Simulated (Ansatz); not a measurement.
# RuSe (F-43m) in Ansatz: notebook

One crystal, RuSe, is run at these levels: PBE; tasks: single point.

Program: Ansatz 0.2.0. These are calculated values, not measurements. Logs are shortened: lines on timing, memory, paths and dates and some standing lists are left out, and cuts for length are marked.

### 1 The structure

The structure is cubic, space group F-43m (No. 216). Conventional cell: a = 5.813 Å, b = 5.813 Å, c = 5.813 Å, α = 90.00°, β = 90.00°, γ = 90.00°. Ru (site symmetry -43m) has 4 Se at 2.52 Å as nearest neighbours. Se (site symmetry -43m) has 4 Ru at 2.52 Å as nearest neighbours.

The cell comes from a database or a generator and needn't be the stable form of this composition.

### 2 Single point, PBE, collinear spin, program default start

Contents of input.yaml:

```yaml
crystal:
  lattice:
    - [0.0, 2.9063344, 2.9063344]
    - [2.9063344, 0.0, 2.9063344]
    - [2.9063344, 2.9063344, 0.0]
  atoms:
    - { symbol: Ru, position: [0.0, 0.0, 0.0] }
    - { symbol: Se, position: [0.25, 0.25, 0.25] }
kpoints:
  mp_grid: { grid: [6, 6, 6] }
scf:
  occupations: { method: gaussian, width: 0.05 }
hamiltonian:
  xc: pbe
  pseudopotentials: { kind: all_electron, lapw: { basis_error: 0.001 } }
magnetization:
  spin_polarized: true
output:
  forces: true
  stress: true
  eigenvalues: true
```

Potentials or basis: all-electron LAPW, scalar-relativistic.

Run with:

```sh
$ ansatz run input.yaml --threads 1 --pin off --max-ram 3072MiB --backend cpu --events-out ev --progress --plain --runs-dir out
```

The log of the run:

```text
Warning: RAYON_NUM_THREADS=1 ignored (pool sized by the plan → 1); use --threads N
LAPW: plane waves up to 8.835 Å⁻¹, error target 1.0e-3 eV per atom; small_component_spin mean_spin; Se in spheres of 1.227 Å, 24 of its electrons in bands, Dirac shells []; Ru in spheres of 1.290 Å, 32 of its electrons in bands, Dirac shells [] (how accurate: hamiltonian.pseudopotentials.lapw.basis_error, Limitations)
Engine: ansatz 0.2.0, aarch64-unknown-linux-gnu
Pseudopotentials: kind: all_electron
Pseudopotential: Ru, LAPW, valence charge 32, lapw/all_electron/scalar/gaussian/Ru, Koelling and Harmon's equation, gaussian nucleus
Pseudopotential: Se, LAPW, valence charge 24, lapw/all_electron/scalar/gaussian/Se, Koelling and Harmon's equation, gaussian nucleus
Functional definition: PBE
  parameter kappa = 0.804
  parameter beta = 0.06672455060314922
  exchange = pbe_x(kappa = kappa, mu = beta*pi^2/3)
  correlation = pbe_c(beta = beta)
Crystal: 2 atoms, lattice volume = 49.098 Å³
Basis set: ecut = 297.3993000248938 eV, 537 PW (Γ), exchange–correlation at level 2
Bands: 34, of which v1, the nominal top of the filled ones, is band 28 counted from 1 (27 counted from 0)
Symmetry: 24 space group operations
Space group: F-43m (ITA 216), of the structure as read, at distance tolerance 3.7e-5 Å
k-points: 16 of 216 (time reversal used)
Non-local potential: Ru, projectors of the file, none
Non-local potential: Se, projectors of the file, none
Initial density: superposition of atomic densities (chi_scale 0.1, normalization cell, long waves kept (reshape's long-wave potential 0.00 eV rms))
Initial wavefunctions: plane waves of lowest kinetic energy (no species holds an atomic orbital)
Functional: x = pbe(κ = 0.804, μ = 0.2195149727645171), c = pbe(β = 0.06672455060314922)
iter 1 solved again at ethr=6.88e-4 eV; its pass at ethr=1.00e-1 eV (dr2=3.85e-1 eV) is discarded
SCF iter   1: F=—  HF=-189417.533151 eV  |F-HF|=—  |Δ(HF+E_count)|=         —  Δρ=7.49e-2 (↑5.38e-2 ↓7.49e-2)  dr2=1.02e0  dr2_m=1.77e0  M=3.636 μB ∫|m|=3.636 μB  ethr=6.88e-4  ⟨swp⟩=2.5  Hψ=3278  notcnv=0
Mixer restart at iter 1: flushing history
SCF iter   2: F=—  HF=-189419.711782 eV  |F-HF|=—  |Δ(HF+E_count)|=         —  Δρ=3.56e-2 (↑3.56e-2 ↓2.47e-2)  dr2=6.19e-1  dr2_m=3.14e-1  M=1.833 μB ∫|m|=1.840 μB  β_m=0.30  ethr=6.88e-4  ⟨swp⟩=2.6  Hψ=3409  notcnv=0
preconditioner: auto → none  [metal: Δε(μ)=0.006 eV  Ē_g=9.424 eV  σ=0.050 eV  W_gap=0.07  n_scr=14 (ndim 8)  ℏωp=19.8 eV  f_vac=0.223  D(μ)=5.80/eV (n_scr^D=64)  sad-step TF]
SCF iter   3: F=—  HF=-189419.671517 eV  |F-HF|=—  |Δ(HF+E_count)|=   4.03e-2  Δρ=2.85e-2 (↑2.85e-2 ↓2.83e-2)  dr2=1.04e-1  dr2_m=3.32e-1  M=1.351 μB ∫|m|=1.372 μB  β_m=0.65  ethr=6.88e-4  ⟨swp⟩=2.0  Hψ=3262  notcnv=0
SCF iter   4: F=—  HF=-189419.968095 eV  |F-HF|=—  |Δ(HF+E_count)|=   2.97e-1  Δρ=1.81e-2 (↑1.76e-2 ↓1.81e-2)  dr2=1.31e-2  dr2_m=1.39e-1  M=0.922 μB ∫|m|=0.988 μB  β_m=0.60  ethr=1.86e-4  ⟨swp⟩=2.0  Hψ=3316  notcnv=0
SCF iter   5: F=—  HF=-189420.164409 eV  |F-HF|=—  |Δ(HF+E_count)|=         —  Δρ=6.54e-3 (↑6.54e-3 ↓3.16e-3)  dr2=2.51e-2  dr2_m=8.93e-3  M=0.479 μB ∫|m|=0.534 μB  β_m=0.76  ethr=2.34e-5  ⟨swp⟩=3.0  Hψ=3568  notcnv=0
the basis was enlarged: its passes take 904.9 KiB over the memory plan, 2 of 2 planned eigensolver slots
SCF iter   6: F=—  HF=-189420.178634 eV  |F-HF|=—  |Δ(HF+E_count)|=   1.42e-2  Δρ=2.70e-3 (↑8.76e-4 ↓2.70e-3)  dr2=2.97e-3  dr2_m=1.31e-3  M=0.209 μB ∫|m|=0.268 μB  β_m=0.86  ethr=2.34e-5  ⟨swp⟩=2.5  Hψ=3288  notcnv=0
iter 7 solved again at ethr=1.93e-7 eV; its pass at ethr=5.30e-6 eV (dr2=1.08e-4 eV) is discarded
SCF iter   7: F=—  HF=-189420.186251 eV  |F-HF|=—  |Δ(HF+E_count)|=   7.62e-3  Δρ=1.33e-3 (↑1.22e-3 ↓1.33e-3)  dr2=1.08e-4  dr2_m=7.12e-4  M=0.130 μB ∫|m|=0.156 μB  β_m=0.93  ethr=1.93e-7  ⟨swp⟩=2.0  Hψ=5560  notcnv=0
SCF iter   8: F=—  HF=-189420.190189 eV  |F-HF|=—  |Δ(HF+E_count)|=   3.94e-3  Δρ=5.75e-4 (↑5.75e-4 ↓5.12e-4)  dr2=5.64e-5  dr2_m=1.24e-4  M=0.032 μB ∫|m|=0.048 μB  β_m=0.85  ethr=1.93e-7  ⟨swp⟩=3.0  Hψ=3500  notcnv=0
Mixer restart at iter 8: flushing history
SCF iter   9: F=—  HF=-189420.190478 eV  |F-HF|=—  |Δ(HF+E_count)|=         —  Δρ=1.56e-4 (↑1.56e-4 ↓1.56e-4)  dr2=9.20e-5  dr2_m=2.86e-14  M=0.000 μB ∫|m|=0.000 μB  β_m=0.85  ethr=1.01e-7  ⟨swp⟩=3.0  Hψ=3496  notcnv=0
SCF iter  10: F=—  HF=-189420.190767 eV  |F-HF|=—  |Δ(HF+E_count)|=   2.89e-4  Δρ=4.76e-4 (↑4.76e-4 ↓4.76e-4)  dr2=8.70e-4  dr2_m=1.25e-14  M=-0.000 μB ∫|m|=0.000 μB  β_m=0.43  ethr=1.01e-7  ⟨swp⟩=3.0  Hψ=3362  notcnv=0  recentre
SCF iter  11: F=—  HF=-189420.190421 eV  |F-HF|=—  |Δ(HF+E_count)|=   3.47e-4  Δρ=6.83e-5 (↑6.83e-5 ↓6.83e-5)  dr2=1.76e-5  dr2_m=4.70e-15  M=-0.000 μB ∫|m|=0.000 μB  β_m=0.43  ethr=1.01e-7  ⟨swp⟩=3.0  Hψ=3327  notcnv=0
SCF iter  12: F=-189420.190414 eV  HF=-189420.190414 eV  |F-HF|=6.17e-9  |Δ(HF+E_count)|=   6.80e-6  Δρ=6.22e-6 (↑6.22e-6 ↓6.22e-6)  dr2=5.95e-8  dr2_m=1.89e-15  M=0.000 μB ∫|m|=0.000 μB  ethr=3.14e-8  ⟨swp⟩=2.0  Hψ=3168  notcnv=0
SCF 1 converged in 12 iterations: F = -189420.190414 eV  dr2 = 5.95e-8
SCF converged after 12 iterations
Magnetization: 0.0000 μB (28.0000 up, 28.0000 down)
Absolute magnetization: 0.0000 μB (∫|ρ↑−ρ↓|)
Spin contamination: 0.0000 ħ² per cell (⟨S²⟩ above its minimum at these occupations)
Per-site moments (μB) at R_I (Å): [(8.727649714046493e-9, 1.2904311725052602), (2.9141951074507233e-9, 1.2265282122817258)]
Free energy (F): -189420.190414 eV
Harris-Foulkes:  -189420.190414 eV  (|F-HF|=6.17e-9)
Internal energy: -189420.188690 eV  (E = F + TS)
E sigma→0 (E₀):  -189420.189552 eV
Entropy (-TS):   -0.001724 eV (-0.862 meV/atom)
Fermi energy:    10.852844 eV
--- Per-component energies (eV) ---
  E_band       = -6997.918484
  E_kinetic    = 195891.386068
  E_xc         = -6034.880904
  E_electrostatic = -379276.693854  (all electrons and nuclei)
  E_smearing   = -0.001724  (= −TS)
  E_closure    = 0.000000  (closes the sum)
  E_atoms      = -189408.115897  (free atoms, spherical and without spin; not in F)
  Σ components = -189420.190414   (vs F -189420.190414, Δ=0.00e0)
  Basis errors (estimates in eV, not in F): energy 4.3e-4 per atom: plane waves 3.9e-4 (2.3e-4 summed), levels above the bands 0.0e0, relativity 4.9e-8, radial functions 3.8e-5, core shells 1.1e-7; eigenvalues (radial functions only) 1.2e-6; not estimated: angular momenta, meshes, grids; target (lapw.basis_error) 1.0e-3; muffin-tin radii Se 1.227 Å, Ru 1.290 Å
--- Forces (eV/Å), atoms counted from 1 ---
  atom   1  Ru     0.00000000    -0.00000000     0.00000000
  atom   2  Se    -0.00000000     0.00000000     0.00000000
  max |Σ_I F_I| component: 1.39e-17 eV/Å
--- Stress (GPa, compression-positive) ---
      -12.705256      -0.000000       0.000000
       -0.000000     -12.705256      -0.000000
        0.000000      -0.000000     -12.705256
  P = ⅓ Tr σ = -12.7053 GPa (-127.053 kbar)
--- Band table (eV; the first three rows and the last of 32) ---
  k-point 0 ↑: bands = ["-432.1601", "-432.1601", "-432.1601", "-258.2271", "-258.2271", "-258.2271", "-258.1763", "-258.1763", "-198.2556", "-137.7209", "-137.7209", "-137.7209", "-61.4522", "-37.9244", "-37.9244", "-37.9244", "-37.9182", "-37.9182", "-31.4818", "-31.4818", "-31.4818", "-3.3746", "6.3450", "6.3450", "6.3450", "9.4907", "9.4907", "12.2680", "13.4652", "13.4652", "13.4652", "17.9358", "17.9358", "17.9358"]
  k-point 1 ↑: bands = ["-432.1601", "-432.1601", "-432.1601", "-258.2271", "-258.2271", "-258.2271", "-258.1763", "-258.1763", "-198.2556", "-137.7209", "-137.7209", "-137.7209", "-61.4521", "-37.9243", "-37.9243", "-37.9240", "-37.9182", "-37.9182", "-31.4852", "-31.4824", "-31.4824", "-3.2547", "6.1114", "6.4298", "6.4298", "9.4578", "9.4578", "12.0045", "13.1657", "13.1657", "13.5649", "17.4836", "18.3110", "18.3110"]
  k-point 2 ↑: bands = ["-432.1601", "-432.1601", "-432.1601", "-258.2271", "-258.2271", "-258.2271", "-258.1763", "-258.1763", "-198.2556", "-137.7209", "-137.7209", "-137.7209", "-61.4519", "-37.9241", "-37.9241", "-37.9231", "-37.9182", "-37.9182", "-31.4920", "-31.4835", "-31.4835", "-3.0047", "5.8129", "6.5816", "6.5816", "9.5242", "9.5242", "10.5775", "12.4688", "12.4688", "14.4006", "17.7464", "18.7427", "18.7427"]
  k-point 15 ↓: bands = ["-432.1601", "-432.1601", "-432.1601", "-258.2271", "-258.2271", "-258.2271", "-258.1763", "-258.1763", "-198.2556", "-137.7209", "-137.7209", "-137.7209", "-61.4517", "-37.9237", "-37.9236", "-37.9225", "-37.9183", "-37.9181", "-31.4942", "-31.4883", "-31.4871", "-2.7114", "5.7752", "6.6735", "7.1840", "9.1641", "9.4219", "9.9571", "10.4695", "11.2816", "16.4183", "17.6249", "19.4133", "19.6476"]
```

Wall time 54 s (1 thread of Arm Neoverse N1, shared host); peak memory 0.34 GiB.

Results:

| Quantity | Value |
| --- | --- |
| Free energy | -189420.1904 eV |
| Pressure | -12.7 GPa |
| Band gap on the k mesh | none (metal or under the smearing width) |
| Net moment | 0.00 μB per cell |
| Absolute moment | 0.00 μB per cell |

Caveat: the k mesh is thin for a metal, which can move the energy by tens of meV per atom.

### 3 Single point, PBE, collinear spin, ferromagnetic start

input.yaml: that of step 2 with these lines changed.

```diff
@@ -6,3 +6,3 @@
   atoms:
-    - { symbol: Ru, position: [0.0, 0.0, 0.0] }
+    - { symbol: Ru, position: [0.0, 0.0, 0.0], spin: 2.0 }
     - { symbol: Se, position: [0.25, 0.25, 0.25] }
@@ -17,2 +17,4 @@
   spin_polarized: true
+  initial_magnetization: 2.0
+  spin_locking: { lock_magnetization: hard }
 output:
```

Potentials or basis: all-electron LAPW, scalar-relativistic.

Run with:

```sh
$ ansatz run input.yaml --threads 1 --pin off --max-ram 3072MiB --backend cpu --events-out ev --progress --plain --runs-dir out
```

Run time: 53 s. Hardware: 1 thread of Arm Neoverse N1, shared host; peak memory 0.36 GiB.

The run converged. Its results:

```yaml
Free_energy: -189419.7050 eV
Pressure: -6.9 GPa
Absolute_moment: 2.00 μB per cell
Site_moments: Ru +1.58; Se +0.11 μB
```

Caveat: the k mesh is thin for a metal, which can move the energy by tens of meV per atom; the total moment is fixed, so each spin has its own Fermi level.

### 4 Single point, PBE, collinear spin, random start

input.yaml: that of step 3 with these lines changed.

```diff
@@ -6,3 +6,3 @@
   atoms:
-    - { symbol: Ru, position: [0.0, 0.0, 0.0], spin: 2.0 }
+    - { symbol: Ru, position: [0.0, 0.0, 0.0], spin: -0.91 }
     - { symbol: Se, position: [0.25, 0.25, 0.25] }
@@ -17,4 +17,2 @@
   spin_polarized: true
-  initial_magnetization: 2.0
-  spin_locking: { lock_magnetization: hard }
 output:
```

Run with:

```sh
$ ansatz run input.yaml --threads 1 --pin off --max-ram 3072MiB --backend cpu --events-out ev --progress --plain --runs-dir out
```

It took 59 s on 1 thread of Arm Neoverse N1, shared host; peak memory 0.37 GiB.

Results (log left out):

```yaml
Free_energy: -189420.1904 eV
Pressure: -12.7 GPa
Band_gap_on_the_k_mesh: none (metal or under the smearing width)
Net_moment: 0.00 μB per cell
Absolute_moment: 0.00 μB per cell
```

Levels at points of the mesh, in eV from the Fermi level:
Spin up:
```
             k point  band 25  band 26  band 27  band 28  band 29  band 30  band 31  band 32
  (0.00, 0.00, 0.00)    -4.51    -1.36    -1.36     1.42     2.61     2.61     2.61     7.08
 (0.00, 0.00, -0.50)    -4.21    -1.19    -1.19    -1.02     1.18     1.18     3.71     7.79
(0.00, -0.50, -0.50)    -3.68    -1.64    -0.94    -0.81    -0.32    -0.32     4.57     6.11
```
Spin down:
| k point | band 24 | band 25 | band 26 | band 27 | band 28 | band 29 | band 30 | band 31 | band 32 | band 33 |
| --- | --- | --- | --- | --- | --- | --- | --- | --- | --- | --- |
| (0.00, 0.00, 0.00) | -4.51 | -4.51 | -1.36 | -1.36 | 1.42 | 2.61 | 2.61 | 2.61 | 7.08 | 7.08 |
| (0.00, 0.00, -0.50) | -4.21 | -4.21 | -1.19 | -1.19 | -1.02 | 1.18 | 1.18 | 3.71 | 7.79 | 7.93 |
| (0.00, -0.50, -0.50) | -3.68 | -3.68 | -1.64 | -0.94 | -0.81 | -0.32 | -0.32 | 4.57 | 6.11 | 9.79 |

Caveat: the k mesh is thin for a metal, which can move the energy by tens of meV per atom; the starting moments weren't kept.

### 5 Summary

| spin | fixed moment (μB) | gap on the mesh (eV) | pressure (GPa) | moment (μB) |
| --- | --- | --- | --- | --- |
| collinear, program default start | - | none | -12.7 | 0.00 |
| collinear, ferromagnetic start | 2.0 | - | -6.9 | - |
| collinear, random start | - | none | -12.7 | 0.00 |

Alike in all rows: task single point; level PBE; potentials or basis all-electron LAPW, scalar-relativistic; cell as given; k mesh 6 × 6 × 6; cutoff (eV) 297; smearing gaussian 0.05 eV; basis error allowed 0.001 eV/atom.

Caveats: the k mesh is thin for a metal, which can move the energy by tens of meV per atom; the total moment is fixed, so each spin has its own Fermi level (some runs); the starting moments weren't kept (some runs).

Compare energies only between runs with the same functional and basis.
